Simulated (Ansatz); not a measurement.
# NiMoIrPdW (I4mm) in Ansatz: band structure with RPBE

Aim: the band structure of NiMoIrPdW with RPBE.

Program: Ansatz 0.2.0. These are calculated values, not measurements. Logs are shortened: lines on timing, memory, paths and dates and some standing lists are left out, and cuts for length are marked.

## Step 1: The crystal as given

It takes space group I4mm (No. 107, tetragonal). Conventional cell: a = 2.740 Å, b = 2.740 Å, c = 19.433 Å, α = 90.00°, β = 90.00°, γ = 90.00°. Ni (site symmetry 4mm) has 4 Mo at 2.60 Å and 4 Pd at 2.67 Å and 4 Ni at 2.74 Å as nearest neighbours. Around Mo (site symmetry 4mm) lie 4 Ni at 2.60 Å and 4 Mo at 2.74 Å and 4 W at 2.94 Å. Around Pd (site symmetry 4mm) lie 4 Ni at 2.67 Å and 4 Pd at 2.74 Å and 4 Ir at 2.83 Å. Ir (site symmetry 4mm) is surrounded by 4 W at 2.69 Å and 4 Ir at 2.74 Å and 4 Pd at 2.83 Å. W (site symmetry 4mm) is surrounded by 4 Ir at 2.69 Å and 4 W at 2.74 Å and 4 Mo at 2.94 Å.

The cell was built by a generator and needn't be a form met in nature.

## Step 2: Band structure, RPBE, collinear spin, ferromagnetic start

Contents of input.yaml:

```yaml
crystal:
  lattice:
    - [-1.37004, 1.37004, 9.71647]
    - [1.37004, -1.37004, 9.71647]
    - [1.37004, 1.37004, -9.71647]
  atoms:
    - { symbol: Ni, position: [0.19862, 0.19862, 0.0], spin: 1.0 }
    - { symbol: Mo, position: [0.60922, 0.60922, 0.0], spin: 1.0 }
    - { symbol: Pd, position: [0.7931, 0.7931, 0.0] }
    - { symbol: Ir, position: [0.39944, 0.39944, 0.0], spin: 0.6 }
    - { symbol: W, position: [0.99565, 0.99565, 0.0] }
hamiltonian:
  xc: rpbe
  pseudopotentials: { kind: paw }
magnetization:
  spin_polarized: true
kpoints:
  mp_grid: { grid: [13, 13, 13] }
  band_path:
    path:
      - [[0.0, 0.0, 0.0], [-0.5, 0.5, 0.0], [-0.5, 0.5, -0.0099407573], [-0.2549703786, 0.2549703786, -0.2549703786], [0.0, 0.0, 0.0], [0.5, 0.5, -0.5], [0.2549703786, 0.7450296214, -0.7450296214], [0.0, 0.5, -0.5], [-0.25, 0.75, -0.25], [0.0099407573, 0.9900592427, -0.5], [0.5, 0.5, -0.5]]
      - [[-0.5, 0.5, 0.0], [-0.25, 0.75, -0.25]]
    npoints: 14
scf:
  occupations: { method: fermi_dirac, width: 0.05 }
  n_extra_bands: 12
output:
  forces: true
  stress: true
  eigenvalues: true
  fatbands: false
  write_density: true
  write_potential: true
  elf: true
  volumetric_format: npy
```

Potentials or basis: Ansatz PAW.

Started as:

```console
$ ansatz run input.yaml --threads 8 --pin off --max-ram 20480MiB --backend cpu --events-out ev --progress --plain --runs-dir out
```

Output:

```text
Warning: RAYON_NUM_THREADS=8 ignored (pool sized by the plan → 8); use --threads N
basis.fft_grid_basis auto: the FFT boxes are laid along the combinations [[1, -1, 0], [0, 1, 0], [1, 0, 1]] of the cell's own vectors, 3.875, 9.908 and 2.740 Å long. The dense box has 27×72×20 points. Along the cell's own vectors, as sized, it would have 72×72×72, 9.60 times as many. Of the 8 symmetry operations that the crystal satisfies within crystal.symmetry.tolerance (time reversal apart; of a slab, those that keep its plane) the dense box along the cell's own vectors carries 8, and the one as laid loses 7 of those. basis.fft_grid_basis: typed keeps the cell's own vectors: state it where this run's energies or levels are differenced outside the engine with another run's, or held beside a run that keeps those vectors. Those combinations have planes normal to reciprocal vector 3, as the cell's own vectors have. Each planar average written beside output.write_density, output.write_potential has a row for each plane of the box: 20. The volumetric files lie along those combinations, not along the cell's own vectors: a cube or XSF file states them, and fields.json those of NumPy files.
scf.n_extra_bands = 12 over 41 filled bands (N_el = 81.0): the run solves 53 bands
Engine: ansatz 0.2.0, x86_64-unknown-linux-gnu
Pseudopotentials: kind: paw
Pseudopotential: Ni, paw, valence charge 18, recommended cutoff 420 eV (normal), Ni.paw.azcp
Pseudopotential: Mo, paw, valence charge 14, recommended cutoff 420 eV (normal), Mo.paw.azcp
Pseudopotential: Pd, paw, valence charge 18, recommended cutoff 420 eV (normal), Pd.paw.azcp
Pseudopotential: Ir, paw, valence charge 17, recommended cutoff 420 eV (normal), Ir.paw.azcp
Pseudopotential: W, paw, valence charge 14, recommended cutoff 420 eV (normal), W.paw.azcp
Functional definition: RPBE
  parameter kappa = 0.804
  parameter beta = 0.06672455060314922
  exchange = rpbe_x(kappa = kappa, mu = beta*pi^2/3)
  correlation = pbe_c(beta = beta)
Crystal: 5 atoms, lattice volume = 72.952 Å³
Basis set: ecut = 420 eV, 1445 PW (Γ), FFT grids on a1−a2, a2, a1+a3, exchange–correlation on 54×144×40 points (8 copies of the dense FFT grid, shifted against one another)
Bands: 53, of which v1, the nominal top of the filled ones, is band 41 counted from 1 (40 counted from 0)
Symmetry: 8 space group operations
Space group: I4mm (ITA 107), of the structure as read, at distance tolerance 4.2e-5 Å
Magnetic group: BNS 107.227 (UNI 887), of the structure as read, at distance tolerance 4.2e-5 Å
k-points: 196 of 2197 (time reversal used)
Non-local potential: Ni, projectors of the file, l = 0: 3, l = 1: 2, l = 2: 3, l = 3: 1
Non-local potential: Mo, projectors of the file, l = 0: 3, l = 1: 2, l = 2: 2, l = 3: 1
Non-local potential: Pd, projectors of the file, l = 0: 2, l = 1: 2, l = 2: 2, l = 3: 1
Non-local potential: Ir, projectors of the file, l = 0: 3, l = 1: 2, l = 2: 2, l = 3: 1
[... 42 lines left out ...]
Spin contamination: 0.0000 ħ² per cell (⟨S²⟩ above its minimum at these occupations)
Per-site moments (μB) at R_I (Å): [(-4.236482105893661e-6, 1.0734711006944662), (-7.966271203613189e-8, 1.0734711006944662), (-1.7321257035306046e-6, 1.1010740007565465), (-5.974621406187581e-7, 1.1106584323191588), (1.4385254445970859e-6, 1.1106584323191588)]
Free energy (F): -40134.742167 eV
Harris-Foulkes:  -40134.742167 eV  (|F-HF|=4.97e-8)
Internal energy: -40134.708365 eV  (E = F + TS)
E sigma→0 (E₀):  -40134.725266 eV
Entropy (-TS):   -0.033802 eV (-6.760 meV/atom)
Fermi energy:    20.985180 eV
--- Per-component energies (eV) ---
  E_band       = -658.691568
  E_kinetic    = 2309.310218
  E_local      = -8865.786913  (includes V_loc(G=0)·N_el)
  E_nonlocal   = 1065.733999
  E_hartree    = 3637.111155
  E_xc         = -972.694281
  E_vxc        = -1088.266017  (∫ρ·V_xc dr)
  E_paw        = -26413.242183  (= ΣΔE_a)
  E_vpaw       = -1353.893219  (= ΣTr[D̂ρ^β])
  E_aug_tail   = 0.000842  (compensation charges beyond the density's cutoff)
  E_ewald      = -10894.847837
  E_core_change = -0.293366  (= ΣΔE_core)
  E_smearing   = -0.033802  (= −TS)
  E_closure    = -0.000000  (closes the sum)
  Σ components = -40134.742167   (vs F -40134.742167, Δ=0.00e0)
--- Forces (eV/Å), atoms counted from 1 ---
  atom   1  Ni    -0.00000000    -0.00000000    -0.02202518
  atom   2  Mo    -0.00000000     0.00000000    -0.05610954
  atom   3  Pd     0.00000000    -0.00000000     0.01772439
  atom   4  Ir    -0.00000000    -0.00000000    -0.00875412
  atom   5  W      0.00000000    -0.00000000     0.06925344
  max |Σ_I F_I| component: 8.90e-5 eV/Å
--- Stress (GPa, compression-positive) ---
        4.061050       0.000000       0.000000
        0.000000       4.061050      -0.000000
        0.000000       0.000000       4.173324
  P = ⅓ Tr σ = 4.0985 GPa (40.985 kbar)
--- Band table (eV; the first three rows and the last of 392) ---
  k-point 0 ↑: bands = ["-82.1803", "-71.1585", "-63.3648", "-52.9132", "-42.5338", "-42.4637", "-42.4637", "-39.9467", "-29.1221", "-28.9653", "-28.9653", "-28.0745", "-27.8807", "-27.8807", "-17.2405", "-16.7189", "-16.7189", "-14.0266", "-13.5238", "-13.5238", "11.9915", "14.2430", "14.4259", "15.2337", "15.3289", "16.3304", "16.5266", "17.3272", "18.2031", "18.4691", "18.4691", "18.9028", "19.3438", "19.4882", "19.4882", "19.8543", "19.9707", "20.0896", "20.0896", "20.3394", "21.1373", "21.2304", "22.1419", "22.2633", "22.2633", "23.0102", "24.0905", "24.4603", "24.4603", "25.3185", "33.9605", "34.5029", "34.5029"]
  k-point 1 ↑: bands = ["-82.1800", "-71.1563", "-63.3626", "-52.9064", "-42.5331", "-42.4659", "-42.4657", "-39.9345", "-29.1191", "-28.9782", "-28.9771", "-28.0705", "-27.9017", "-27.9006", "-17.2282", "-16.7711", "-16.7658", "-14.0146", "-13.5766", "-13.5720", "12.3284", "14.5120", "14.6813", "15.4468", "15.5597", "16.5211", "16.6739", "17.4951", "18.0809", "18.5222", "18.5368", "18.6179", "19.3111", "19.4198", "19.6266", "19.6267", "19.8976", "20.0464", "20.2079", "20.4192", "20.5738", "20.9848", "21.7094", "21.9744", "22.1638", "23.7210", "24.0715", "24.3860", "25.0336", "25.5356", "33.3270", "33.6839", "33.7004"]
  k-point 2 ↑: bands = ["-82.1790", "-71.1501", "-63.3564", "-52.8875", "-42.5315", "-42.4720", "-42.4714", "-39.9008", "-29.1108", "-29.0130", "-29.0100", "-28.0597", "-27.9586", "-27.9555", "-17.1948", "-16.9101", "-16.8943", "-13.9821", "-13.7177", "-13.7037", "13.2667", "15.1813", "15.4174", "16.0529", "16.1163", "17.0312", "17.0391", "17.6828", "17.9658", "18.1718", "18.5934", "18.6666", "19.0827", "19.1010", "19.2500", "19.3359", "19.7656", "19.9818", "20.0640", "20.2007", "20.3321", "20.6380", "21.7631", "22.0049", "22.4776", "23.0949", "23.8378", "24.1871", "26.0083", "27.1439", "32.1039", "32.1421", "32.7568"]
  k-point 195 ↓: bands = ["-82.1801", "-71.1574", "-63.3637", "-52.9098", "-42.5335", "-42.4660", "-42.4635", "-39.9406", "-29.1206", "-28.9788", "-28.9641", "-28.0725", "-27.9030", "-27.8789", "-17.2344", "-16.7731", "-16.7143", "-14.0206", "-13.5792", "-13.5191", "12.2691", "13.7541", "14.7439", "15.3400", "15.9594", "16.4583", "16.7143", "17.2137", "18.3056", "18.4923", "18.5127", "18.7169", "19.3021", "19.3375", "19.3702", "19.7090", "19.8634", "20.1378", "20.3760", "20.5075", "20.6786", "21.0596", "21.1960", "22.1742", "22.4230", "23.4706", "23.8800", "24.6547", "25.1165", "25.7323", "32.0047", "32.9844", "33.7592"]
```

bands.tsv:

```text
[... 178 lines left out ...]
```

rho_z.tsv:

```text
# z_ang	rho[e/angstrom^3]	rho_spin[e/angstrom^3]
# format = ansatz-planar-average/11
# lattice	-1.370040000	1.370040000	9.716470000
# lattice	1.370040000	-1.370040000	9.716470000
# lattice	1.370040000	1.370040000	-9.716470000
# sites	5
# site	28	0.000000000	0.000000000	3.859770543
# site	42	0.000000000	0.000000000	11.838935707
# site	46	0.000000000	0.000000000	15.412264714
# site	77	0.000000000	0.000000000	7.762293554
# site	74	0.000000000	0.000000000	19.348406711
0.000000	2.068231e0	-2.737780e-7
0.495388	1.997509e0	-2.650377e-7
0.990777	1.807327e0	-2.350174e-7
1.486165	1.547435e0	-1.812092e-7
1.981553	1.266665e0	-1.132046e-7
2.476941	9.999637e-1	-4.722382e-8
[... 12 lines left out ...]
8.916989	1.807327e0	-2.350174e-7
9.412377	1.997509e0	-2.650377e-7
```

Wall time 35 s (8 threads of Intel Xeon 6975P-C (Granite Rapids), shared host); peak memory 1.4 GiB.

What came out:

```yaml
Free_energy: -40134.7422 eV
Pressure: 4.1 GPa
Largest_force: 0.069 eV/Å
Band_gap_on_the_k_mesh: none (metal or under the smearing width)
Net_moment: 0.00 μB per cell
Absolute_moment: 0.00 μB per cell
```

Forces on the atoms (eV/Å):
```
Ni   0.000  0.000 -0.022
Mo   0.000  0.000 -0.056
Pd   0.000  0.000  0.018
Ir   0.000  0.000 -0.009
W    0.000  0.000  0.069
```

Stress tensor (GPa, compression positive):
```
4.06 0.00 0.00
0.00 4.06 0.00
0.00 0.00 4.17
```

Levels at the corners of the path, in eV from the Fermi level:
Spin up:
```tsv
point	band 37	band 38	band 39	band 40	band 41	band 42	band 43	band 44
Γ	-1.01	-0.90	-0.90	-0.65	0.15	0.25	1.16	1.28
X	0.11	0.16	0.29	1.93	1.94	2.38	2.78	2.89
Y	0.11	0.14	0.30	1.85	2.00	2.38	2.78	2.91
S	-1.40	-1.06	-0.76	-0.51	0.13	0.71	0.83	1.35
Γ	-1.01	-0.90	-0.90	-0.65	0.15	0.25	1.16	1.28
Z	-1.13	-0.69	-0.69	-0.65	-0.04	0.25	0.32	1.11
S1	-1.40	-1.06	-0.76	-0.51	0.13	0.71	0.83	1.35
N	-1.17	-1.08	-0.86	-0.76	0.38	0.64	0.83	1.24
P	0.11	0.15	1.08	1.08	1.94	2.38	2.78	3.82
Y1	0.11	0.14	0.30	1.85	2.00	2.38	2.78	2.91
Z	-1.13	-0.69	-0.69	-0.65	-0.04	0.25	0.32	1.11
X	0.11	0.16	0.29	1.93	1.94	2.38	2.78	2.89
P	0.11	0.15	1.08	1.08	1.94	2.38	2.78	3.82
```
Spin down:
```tsv
point	band 38	band 39	band 40	band 41	band 42	band 43
Γ	-0.90	-0.90	-0.65	0.15	0.25	1.16
X	0.16	0.29	1.93	1.94	2.38	2.78
Y	0.14	0.30	1.85	2.00	2.38	2.78
S	-1.06	-0.76	-0.51	0.13	0.71	0.83
Γ	-0.90	-0.90	-0.65	0.15	0.25	1.16
Z	-0.69	-0.69	-0.65	-0.04	0.25	0.32
S1	-1.06	-0.76	-0.51	0.13	0.71	0.83
N	-1.08	-0.86	-0.76	0.38	0.64	0.83
P	0.15	1.08	1.08	1.94	2.38	2.78
Y1	0.14	0.30	1.85	2.00	2.38	2.78
Z	-0.69	-0.69	-0.65	-0.04	0.25	0.32
X	0.16	0.29	1.93	1.94	2.38	2.78
P	0.15	1.08	1.08	1.94	2.38	2.78
```

Caveat: spin-orbit coupling is left out, which moves the levels of the heavy elements; the PAW data sets come from PBE, with cores solved anew for the run's functional, which leaves a small shift of forces and pressure; the starting moments weren't kept.
